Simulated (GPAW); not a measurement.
HPbNO4:

```xyz
7
Lattice="3.8571 0.0018 -0.0366 0.1735 4.3344 -0.0165 0.7580 0.8387 5.8766" Properties=species:S:1:pos:R:3 pbc="T T T"
H     2.6784    4.0493    1.1289
Pb    3.2640    2.7055    5.3570
N     3.1776    1.4531    2.9117
O     1.3252    2.6900    4.5562
O     2.9731    4.6255    2.8902
O     2.3661    4.0462    0.1903
O     3.3249    2.1006    1.8421
```

The cell was built by a generator and needn't be a form met in nature.

| Quantity | Value |
| --- | --- |
| Program | GPAW 26.7.0 |
| Task | single point |
| Functional | PBE |
| Potentials or basis | GPAW PAW data sets (gpaw-data 1.2.1) |
| Cutoff | 800 eV |
| Basis | pw |
| k mesh | 7 × 6 × 5 |
| Occupations | fermi-dirac, width 0.05 eV |
| Spin | no spin polarisation |

On this cell: pressure -0.6 GPa; largest force 0.104 eV/Å; band gap on the k mesh 0.37 eV, indirect (least direct gap 0.60 eV).

The same run follows on a disturbed copy (atoms moved at random, drawn with an rms of 0.05 Å):

```xyz
7
Lattice="3.8571 0.0018 -0.0366 0.1735 4.3344 -0.0165 0.7580 0.8387 5.8766" Properties=species:S:1:pos:R:3 pbc="T T T"
H     2.6193    4.0108    1.1578
Pb    3.2442    2.6658    5.3790
N     3.2245    1.4751    2.9136
O     1.3386    2.6590    4.5369
O     2.9207    4.5711    2.8879
O     2.3798    4.0881    0.1876
O     3.2709    2.0840    1.8285
```

Problem. What does the disturbed cell give?

Solution. The energy moves by +44.9 meV/atom; pressure -3.8 GPa; largest force 4.241 eV/Å; band gap on the k mesh 0.46 eV, indirect (least direct gap 0.64 eV).

Forces in eV/Å, atoms in the order of the input:
```
H    0.000  0.432 -0.217
Pb   0.478  0.464 -0.517
N   -1.826 -3.775 -0.635
O   -0.528  0.078  0.379
O    1.494  3.362  0.314
O    0.012 -0.902  0.357
O    0.369  0.341  0.321
```

Stress tensor (GPa, compression positive):
```
-3.00 -2.26  0.50
-2.26 -7.03 -0.13
 0.50 -0.13 -1.25
```

Caveats: spin-orbit coupling is left out, which as a rule narrows the gap of such compounds by several tenths of an eV; an odd mesh through Γ misses points on the zone boundary, where band edges often lie.
